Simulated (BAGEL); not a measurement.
**CH2GeN (SMILES N#[C][GeH2]): UHF/def2-SVPD (density fitting with qzvpp-jkfit)**

Aim: the electronic atomisation energy of CH2GeN at UHF/def2-SVPD (density fitting with qzvpp-jkfit), from 5 runs. 

The calculation is run with BAGEL 1.2.2.

21 further runs of the same task are left out: 3 that didn't finish, 18 set aside as unsound or not needed.

## 1. The structure to begin with

CH2GeN: 5 atoms, total charge 0, spin state doublet. As SMILES, `N#[C][GeH2]`. The shape is that of a PBE0-D4/def2-TZVP optimisation.

Bond lengths: N1–C2 1.154 Å, C2–Ge3 1.912 Å, Ge3–H4 1.534 Å, Ge3–H5 1.534 Å. Angles: N1–C2–Ge3 175.5°, C2–Ge3–H4 108.2°, C2–Ge3–H5 108.2°, H4–Ge3–H5 114.7°.

## 2. A single-point energy at UHF/def2-SVPD (density fitting with qzvpp-jkfit)

The input, input.json:

```json
{ "bagel" : [

{
  "title" : "molecule",
  "basis" : "def2-svpd.json",
  "df_basis" : "qzvpp-jkfit",
  "angstrom" : "true",
  "geometry" : [
    { "atom" : "N", "xyz" : [       1.590700,      -1.029300,       1.293200 ] },
    { "atom" : "C", "xyz" : [       0.838400,      -0.535900,       0.570400 ] },
    { "atom" : "Ge", "xyz" : [      -0.315900,       0.241400,      -0.740100 ] },
    { "atom" : "H", "xyz" : [      -1.658900,      -0.498000,      -0.695900 ] },
    { "atom" : "H", "xyz" : [      -0.404300,       1.748400,      -0.468900 ] }
  ]
},

{ "title" : "uhf", "nopen" : 1 },

{ "title" : "print", "file" : "orbitals.molden", "orbitals" : "true" }

]}
```

The basis set def2-SVPD is read from a file made from the Basis Set Exchange's data (not shown).

On the command line:

```bash
$ BAGEL_NUM_THREADS=1 BAGEL input.json > input.out
```

The log of the run:

```text
* using 1 threads per process

  ===============================================================
  ===============================================================

  *** Geometry ***

  { "atom" : "N", "xyz" : [      3.005987,     -1.945095,      2.443794 ] },
  { "atom" : "C", "xyz" : [      1.584346,     -1.012704,      1.077900 ] },
  { "atom" : "Ge", "xyz" : [     -0.596964,      0.456180,     -1.398586 ] },
  { "atom" : "H", "xyz" : [     -3.134867,     -0.941084,     -1.315060 ] },
  { "atom" : "H", "xyz" : [     -0.764016,      3.303997,     -0.886093 ] },

  Number of auxiliary basis functions:      454

  Since a DF basis is specified, we compute 2- and 3-index integrals:
    o Being stored without compression. Storage requirement is 0.032 GB

  Number of basis functions:       94
  Number of electrons      :       47

    * METHOD: MOLECULE                             0.30

  *** Open-shell HF ***

  === Nuclear Repulsion ===
   137.5848711912

      * DIIS with orbital gradients will be used.

  === UHF iteration (def2-svpd.json) ===
      0      -2168.26826335          0.03497043           0.18
      1      -2168.35724547          0.03192536           0.18
      2      -2168.38087488          0.02835647           0.19
      3      -2168.47176711          0.00226698           0.18
      4      -2168.47307402          0.00092469           0.18
      5      -2168.47340718          0.00029412           0.18
      6      -2168.47349256          0.00012630           0.18
      7      -2168.47354042          0.00006825           0.18
      8      -2168.47359284          0.00004601           0.19
      9      -2168.47363243          0.00004202           0.17
     10      -2168.47366768          0.00003400           0.17
     11      -2168.47375781          0.00002605           0.17
     12      -2168.47382770          0.00001960           0.17
     13      -2168.47387746          0.00001379           0.17
     14      -2168.47391292          0.00000757           0.16
     15      -2168.47392725          0.00000376           0.16
     16      -2168.47393041          0.00000312           0.17
     17      -2168.47393508          0.00000295           0.16
     18      -2168.47393983          0.00000237           0.17
     19      -2168.47394471          0.00000186           0.17
     20      -2168.47394715          0.00000128           0.17
     21      -2168.47394735          0.00000091           0.17
     22      -2168.47394732          0.00000073           0.17
     23      -2168.47394727          0.00000063           0.17
     24      -2168.47394734          0.00000046           0.17
     25      -2168.47394739          0.00000033           0.17
     26      -2168.47394739          0.00000024           0.16
     27      -2168.47394738          0.00000013           0.17
     28      -2168.47394739          0.00000008           0.17
     29      -2168.47394740          0.00000004           0.16
     30      -2168.47394740          0.00000003           0.16
     31      -2168.47394740          0.00000001           0.17
     32      -2168.47394740          0.00000001           0.17
    * SCF iteration converged.

    * S^2 (UHF) is 0.8031

    * Permanent dipole moment:
           (    0.989251,    -0.655268,     1.014550) a.u.

    * METHOD: UHF                                  5.92

    * METHOD: PRINT                                0.02

  ===============================================================
```

It took 6.6 s on 1 thread of Intel Xeon Platinum 8259CL at 2.50GHz (Skylake/Cascade Lake), shared host; peak memory 0.12 GiB.

## 3. The C atom, same level

The input, job.json:

```json
{ "bagel" : [

{
  "title" : "molecule",
  "basis" : "def2-svpd.json",
  "df_basis" : "qzvpp-jkfit",
  "angstrom" : true,
  "geometry" : [
    { "atom" : "C", "xyz" : [       0.000000,       0.000000,       0.000000 ] }
  ]
},

{
  "title" : "uhf",
  "charge" : 0,
  "nopen" : 2
},

{
  "title" : "print",
  "file" : "orbitals.molden",
  "orbitals" : true
}

]}
```

The basis set def2-SVPD is read from a file made from the Basis Set Exchange's data (not shown).

Run the same way, it converges to -37.64625 Eh (log not shown).

## 4. The Ge atom

The input, input.json:

```json
{ "bagel": [

{
  "title": "molecule",
  "basis": "def2-svpd.json",
  "df_basis": "qzvpp-jkfit",
  "angstrom": "true",
  "geometry": [
    { "atom": "Ge", "xyz": [       0.000000,       0.000000,       0.000000 ] }
  ]
},

{
  "title": "uhf",
  "nopen": 2
},

{
  "title": "print",
  "file": "orbitals.molden",
  "orbitals": "true"
}

]}
```

The basis set def2-SVPD is read from a file made from the Basis Set Exchange's data (not shown).

On the command line:

```bash
$ BAGEL_NUM_THREADS=1 BAGEL input.json > input.out
```

The log of the run:

```text
* using 1 threads per process

  ===============================================================
  ===============================================================

  *** Geometry ***

  { "atom" : "Ge", "xyz" : [      0.000000,      0.000000,      0.000000 ] },

  Number of auxiliary basis functions:      266

  Since a DF basis is specified, we compute 2- and 3-index integrals:
    o Being stored without compression. Storage requirement is 0.003 GB

  Number of basis functions:       38
  Number of electrons      :       32

    * METHOD: MOLECULE                             0.07

  *** Open-shell HF ***

  === Nuclear Repulsion ===
     0.0000000000

      * DIIS with orbital gradients will be used.

  === UHF iteration (def2-svpd.json) ===
      0      -2075.04426483          0.01092743           0.02
      1      -2075.05622527          0.00732532           0.02
      2      -2075.05798092          0.00381022           0.02
      3      -2075.05837262          0.00036342           0.02
      4      -2075.05846559          0.00004312           0.02
      5      -2075.05846739          0.00000653           0.02
      6      -2075.05846744          0.00000071           0.02
      7      -2075.05846744          0.00000012           0.02
      8      -2075.05846744          0.00000005           0.02
      9      -2075.05846744          0.00000000           0.02
    * SCF iteration converged.

    * S^2 (UHF) is 2.0111

    * Permanent dipole moment:
           (   -0.000000,     0.000000,    -0.000000) a.u.

    * METHOD: UHF                                  0.30

    * METHOD: PRINT                                0.01

  ===============================================================
```

Run time: 0.6 s. Hardware: 1 thread of Intel Xeon Platinum 8259CL at 2.50GHz (Skylake/Cascade Lake), shared host.

## 5. The H atom, same level

The input, hf.json:

```json
{ "bagel" : [

{
  "title" : "molecule",
  "basis" : "def2-svpd.json",
  "df_basis" : "qzvpp-jkfit",
  "angstrom" : true,
  "geometry" : [
    { "atom" : "H", "xyz" : [    0.000000,    0.000000,    0.000000 ] }
  ]
},
{
  "title" : "uhf",
  "nopen" : 1
},
{
  "title" : "print",
  "file" : "orbitals.molden",
  "orbitals" : true
}

]}
```

The basis set def2-SVPD is read from a file made from the Basis Set Exchange's data (not shown).

Run the same way, it converges to -0.49928 Eh (log not shown).

## 6. The N atom, same level

The input, input.json:

```json
{ "bagel": [

{
  "title": "molecule",
  "basis": "def2-svpd.json",
  "df_basis": "qzvpp-jkfit",
  "angstrom": true,
  "geometry": [
    { "atom": "N", "xyz": [    0.000000,    0.000000,    0.000000 ] }
  ]
},
{ "title": "uhf", "nopen": 3 },
{ "title": "print", "file": "orbitals.molden", "orbitals": true }

]}
```

The basis set def2-SVPD is read from a file made from the Basis Set Exchange's data (not shown).

Run the same way, it converges to -54.33724 Eh (log not shown).

## 7. Results

Level: UHF/def2-SVPD (density fitting with qzvpp-jkfit).

| quantity | value |
| --- | --- |
| molecule: total energy | -2168.47395 Eh |
| molecule: dipole moment | 3.97 D |
| molecule: ⟨S²⟩ | 0.803 |
| C atom: total energy | -37.64625 Eh |
| C atom: dipole moment | 0.00 D |
| C atom: ⟨S²⟩ | 2.010 |
| Ge atom: total energy | -2075.05847 Eh |
| Ge atom: dipole moment | 0.00 D |
| Ge atom: ⟨S²⟩ | 2.011 |
| H atom: total energy | -0.49928 Eh |
| H atom: dipole moment | 0.00 D |
| H atom: ⟨S²⟩ | 0.750 |
| N atom: total energy | -54.33724 Eh |
| N atom: dipole moment | 0.00 D |
| N atom: ⟨S²⟩ | 3.759 |
| electronic atomisation energy | 11.794 eV |

What this shows: Taking the molecule apart into free atoms costs 11.79 eV (1138 kJ/mol), before zero-point energy and without spin-orbit coupling. Hartree–Fock lacks the correlation of the bonding pairs, which as a rule makes this value much too low; in minimal bases other errors can mask that.
